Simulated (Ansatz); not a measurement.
# NaLiICl: the cost of one run

Method: DFT PBEsol, scalar-relativistic, plane waves, PAW, in Ansatz 0.2.0.

11 further runs of the same task are left out: 11 set aside as unsound or not needed.

**1. Starting point**

Symmetry: P4/mmm, No. 123, tetragonal system. Conventional cell: a = 4.030 Å, b = 4.030 Å, c = 6.075 Å, α = 90.00°, β = 90.00°, γ = 90.00°. Na (site symmetry 4/mmm) has 4 Cl at 2.85 Å and 2 I at 3.04 Å as nearest neighbours. Around Li (site symmetry 4/mmm) lie 4 I at 2.85 Å and 2 Cl at 3.04 Å. I (site symmetry 4/mmm) has 4 Li at 2.85 Å and 2 Na at 3.04 Å as nearest neighbours. Cl (site symmetry 4/mmm) is surrounded by 4 Na at 2.85 Å and 2 Li at 3.04 Å.

As a file:

```
CELL_PARAMETERS angstrom
4.03046 0.00000 0.00000
0.00000 4.03046 0.00000
0.00000 0.00000 6.07510
ATOMIC_POSITIONS crystal
Na 0.50000 0.50000 0.50000
Li 0.00000 0.00000 0.00000
I 0.50000 0.50000 0.00000
Cl 0.00000 0.00000 0.50000
```

It goes back to an entry of the Materials Project, which need not be the stable form.

This cell was relaxed beforehand with the same method: volume 24.67 Å³/atom, gap on the mesh 4.19 eV.

**2. The scan**

The energy is mapped over a normal mode and a strain (zone-centre modes of the cell shown) (x along [1 0 0], y along [0 1 0], z along [0 0 1] of the conventional cell).

- amplitude of mode 1 (195i cm⁻¹), largest displacement in the unstrained cell: 11 values from −0.70 to 0.70 Å
- equal normal strain along x, y and z: 7 values from −2.50 to 2.50 %

Nothing else is relaxed (the pattern is fixed in fractional coordinates). Energies count from the relaxed high-symmetry cell. Points are written as (first, second).

The modes come from a phonon run on the reference cell, made beforehand.

The patterns, per unit of each coordinate (Å):

| atom | x1 | y1 | z1 |
| --- | --- | --- | --- |
| Na1 | 0.000 | 0.000 | 0.016 |
| Li2 | 0.000 | 0.000 | 1.000 |
| I3 | 0.000 | 0.000 | -0.006 |
| Cl4 | 0.000 | 0.000 | -0.185 |

**3. Point (−0.70 Å, −1.67 %)**

input.yaml

```yaml
crystal:
  lattice:
    - [3.9631489151, 0.0, 0.0]
    - [0.0, 3.9631489151, 0.0]
    - [0.0, 0.0, 5.9736456883]
  atoms:
    - { symbol: Na, position: [0.5, 0.5, 0.4981435917] }
    - { symbol: Li, position: [0.0, 0.0, -0.1152244435] }
    - { symbol: I, position: [0.5, 0.5, 0.0006894651] }
    - { symbol: Cl, position: [0.0, 0.0, 0.5212930843] }
basis:
  ecutwfc: 520.0
kpoints:
  mp_grid: { grid: [6, 6, 4] }
hamiltonian:
  xc: pbesol
scf:
  occupations: { method: gaussian, width: 0.05 }
output:
  forces: true
  stress: true
  eigenvalues: true
```

Command:

```
$ ansatz run input.yaml --threads 1 --pin off --max-ram 2048MiB --backend cpu --events-out ev --progress --plain --runs-dir out
```

**Question.** How long does this run take on 1 thread of Intel Xeon Platinum 8375C at 2.90GHz (Ice Lake), shared host, and how much memory does it need?

About 7.2 s, with a peak of 0.42 GiB.
